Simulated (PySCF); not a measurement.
# [BiS2]−: forces at shaken geometries

How stiff is [BiS2]−? Its atoms are displaced at random by several amounts. The species was built from a template and needn't be a known compound.

Computed with PySCF 2.14.0. Level: r2SCAN, Bi def2-SVP with ECP60, S def2-SVP; scalar-relativistic core potentials, no spin–orbit coupling.

3 further runs of the same task are left out: 2 for a known fault of the program, 1 set aside as unsound or not needed.

**1. Starting geometry**

3 atoms, charge -1, spin multiplicity 1.

Bond lengths: Bi1–S2 2.419 Å, Bi1–S3 2.419 Å. Angles: S2–Bi1–S3 112.9°.

As a file:

```
Bi    0.0000    0.0000   -0.4954
S     2.0157    0.0000    0.8414
S    -2.0157    0.0000    0.8414
```

Formal oxidation states: Bi +3. An earlier session relaxed this geometry at r2SCAN, Bi def2-SVP with ECP60, S def2-SVP (singlet, point group C2v).

Its energy there is -1010.925659 Eh.

**2. Atoms moved at random, σ = 0.15 Å**

The input, run.py (the lines that set the calculation):

```python
mol = gto.M(atom='''
Bi     0.01543     0.02381    -0.72541
S      2.14180    -0.12050     0.91255
S     -2.15722     0.09669     1.00025''',
    basis={'Bi': 'def2-SVP', 'S': 'def2-SVP'},
    ecp={'Bi': 'def2-SVP'},
    charge=-1, spin=0)
mf = dft.RKS(mol, xc='R2SCAN')
mf.grids.atom_grid = (50, 194)
mf = mf.density_fit()  # fitting sets: Bi def2-universal-JKFIT, S def2-universal-JKFIT
mf.conv_tol = 1e-08; mf.max_cycle = 55
mf.kernel(dm0)  # dm0: the density of the relaxed state
```

On the command line:

```console
> OMP_NUM_THREADS=2 python run.py
```

**3. Atoms moved at random, σ = 0.15 Å**

Edit run.py (the lines that set the calculation) of step 2 so:

```diff
@@ -1,5 +1,5 @@
 mol = gto.M(atom='''
-Bi     0.01543     0.02381    -0.72541
-S      2.14180    -0.12050     0.91255
-S     -2.15722     0.09669     1.00025''',
+Bi     0.01576     0.10412    -0.48332
+S      1.72200    -0.09869     0.69747
+S     -1.73777    -0.00544     0.97323''',
     basis={'Bi': 'def2-SVP', 'S': 'def2-SVP'},
```

**4. Atoms moved at random, σ = 0.06 Å**

Edit run.py (the lines that set the calculation) of step 3 so:

```diff
@@ -1,5 +1,5 @@
 mol = gto.M(atom='''
-Bi     0.01576     0.10412    -0.48332
-S      1.72200    -0.09869     0.69747
-S     -1.73777    -0.00544     0.97323''',
+Bi     0.00560     0.03434    -0.50349
+S      2.04543    -0.04393     0.88859
+S     -2.05104     0.00959     0.80228''',
     basis={'Bi': 'def2-SVP', 'S': 'def2-SVP'},
```

Q: Predict the outcome of this session. Wanted: for each run, σ; energy rise; harmonic estimate −½ F·u; largest force component.

The runs gave:

| σ (Å) | energy rise (eV) | harmonic estimate −½ F·u (eV) | largest force component (eV/Å) |
| --- | --- | --- | --- |
| 0.15 | 1.088 | 0.892 | 3.61 |
| 0.15 | 1.571 | 1.865 | 8.45 |
| 0.06 | 0.021 | 0.021 | 0.57 |

Every displacement raises the energy. For a harmonic well the rise equals −½ F·u; the two differ by at most 19 % here (a move with σ = 0.15 Å), from anharmonicity, the grid and the small forces left at the relaxed point. The bases are small and lack diffuse functions. Spin–orbit coupling is left out.
